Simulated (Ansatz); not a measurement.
Run this with the Python package of Ansatz (0.2.0) and show what comes out.

Script `pdos_hfo2.py`:
```python
"""Projected density of states of HfO2."""

import warnings

import ansatz
import numpy as np

warnings.simplefilter("ignore", ansatz.DeckWarning)

lattice = ansatz.Lattice.of(
    (4.813533, 0.0, 0.0),
    (0.0, 4.813533, 0.0),
    (0.0, 0.0, 3.205415),
)
sites = [
    ("Hf", (0.0, 0.0, 0.0)),
    ("Hf", (0.5, 0.5, 0.5)),
    ("O", (0.194955, 0.805045, 0.5)),
    ("O", (0.305045, 0.305045, 0.0)),
    ("O", (0.694955, 0.694955, 0.0)),
    ("O", (0.805045, 0.194955, 0.5)),
]
structure = ansatz.Crystal(lattice=lattice)
for symbol, position in sites:
    structure = structure.atom(symbol, position)

calculation = (
    structure.calculation()
    .functional(ansatz.Functional.PBESOL, dispersion="D3(BJ)")
    .occupations("fixed")
    .basis(260)
    .scf(tolerance=1e-08, lower_state_search="light")
    .kpoints(mesh=(3, 3, 5))
    .scf(extra_bands=18)
    .density_of_states(projected=True, method="smearing", broadening_width=0.15, energy_step=0.1)
)
done = calculation.run(threads=1, pin="off")
report = done.report

dos = done.density_of_states()
energy = np.asarray(dos.energies_ev) - dos.fermi_ev
curves = {}
for site in done.projected_density_of_states().sites:
    for shell in site.shells:
        weight = sum(np.sum(curve.g_bin_mean_per_ev, axis=0) for curve in shell.curves)
        name = f"{site.species} {shell.label}"
        curves[name] = curves.get(name, 0) + weight

print("E-EF   " + " ".join(f"{name:>8s}" for name in curves))
for e in np.arange(-10, 6 + 0.1, 1.0):
    print(f"{e:5.1f}  " + " ".join(f"{np.interp(e, energy, g):8.3f}" for g in curves.values()))
```

```console
$ python pdos_hfo2.py
E-EF      Hf 5S    Hf 6S    Hf 5P    Hf 5D    Hf 4F     O 2S     O 2P
-10.0     0.000    0.000    0.000    0.000    0.000    0.000    0.000
 -9.0     0.000    0.000    0.000    0.000    0.000    0.000    0.000
 -8.0     0.000    0.000    0.000    0.000    0.000    0.000    0.000
 -7.0     0.000    0.000    0.000    0.000    0.000    0.000    0.000
 -6.0     0.000    0.000    0.000    0.000    0.000    0.000    0.001
 -5.0     0.010    0.088    0.010    0.257    0.002    0.010    0.845
 -4.0     0.005    0.109    0.065    1.543    0.007    0.014    4.332
 -3.0     0.011    0.109    0.036    0.553    0.017    0.089    3.014
 -2.0     0.007    0.051    0.109    0.543    0.036    0.103    6.143
 -1.0     0.001    0.010    0.063    0.317    0.036    0.015    6.809
  0.0     0.000    0.000    0.000    0.001    0.000    0.000    0.196
  1.0     0.000    0.000    0.000    0.000    0.000    0.000    0.000
  2.0     0.000    0.000    0.000    0.000    0.000    0.000    0.000
  3.0     0.000    0.000    0.000    0.000    0.000    0.000    0.000
  4.0     0.001    0.072    0.000    0.544    0.000    0.014    0.044
  5.0     0.002    0.069    0.002    3.768    0.002    0.028    0.432
  6.0     0.003    0.098    0.003    6.177    0.002    0.074    0.947
```

Notes:
- These settings explore the input space; cutoff and mesh may be short of convergence.
- The cutoff lies under the one recommended for these potentials.
- The run is spin-unpolarised.
- Along an axis with an odd division the mesh misses the point at one half; a gap read on a finite mesh is an upper bound on this functional's gap.
- Semilocal gaps usually lie well under measured ones.
- With fixed filling the reported Fermi level is the top filled level among the k-points of the SCF.
- The crystal has a gap of about 3.84 eV on the mesh; density of states inside it is the tail of the broadening.
- Spin-orbit coupling, which matters for elements this heavy, is left out.
- This cell is a computed structure, which may not be the phase found in nature.
- Curves are summed over the cell's atoms. Only shells that the potentials hold have channels, so projections don't add up to the total, least of all where a shell is missing (p of most metals); heights and places of peaks move with the mesh.
- The density of states is complete only as far up as bands were computed.
- The script silences the warnings on its input, which a real study should read.
- It ran for 3.1 s on 1 thread of Arm Neoverse N1, on a shared host, peak memory 0.35 GiB.
